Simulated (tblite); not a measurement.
# C2H7F2GaS: the cost of one run

The runs use tblite 0.8.0 and PySCF 2.14.0, with density-fitted response routines of our own; the level of theory stands in each step. All values are computed, except where a source is named. Atoms are numbered from 0 throughout.

**1. Starting geometry**

13 atoms, charge 0, multiplicity 1; geometry from: force field or distance geometry start.

Bonds of the start (Å): F0–C1 1.39, C1–S2 1.76, S2–Ga3 2.14, S2–C4 1.73, C4–F5 1.36, C1–H6 1.13, C1–H7 1.10, Ga3–H8 1.61, Ga3–H9 1.60, Ga3–H10 1.62, C4–H11 1.11, C4–H12 1.13.

**2. Optimising the geometry with GFN2-xTB**

The job: settings as JSON, then the geometry in Å.

```
{"job": {"kind": "relax", "xc": "GFN2-xTB", "basis": "xTB"}, "charge": 0, "multiplicity": 1}
F     -0.598200     1.537500    -1.759700
C     -1.019400     1.439500    -0.439800
S     -0.211600     0.038200     0.251700
Ga     1.929000     0.027100     0.261600
C     -1.098500    -1.450600     0.255200
F     -0.351900    -2.441500     0.806100
H     -0.689400     2.340800     0.151800
H     -2.108900     1.296200    -0.343300
H      2.462200     1.252700     1.165100
H      2.596900    -1.304400     0.858700
H      2.486600     0.303000    -1.237200
H     -2.048800    -1.319400     0.821100
H     -1.352400    -1.718500    -0.809100
```

Launch:

```sh
$ OMP_NUM_THREADS=1 python probes_run.py task.json out
```

This one command runs all jobs of the session in turn.

**Question.** How long does this first job take on 1 thread of Arm Neoverse N1, shared host, and how much memory does it need?

About 1.2 s, with a peak of 0.18 GiB.
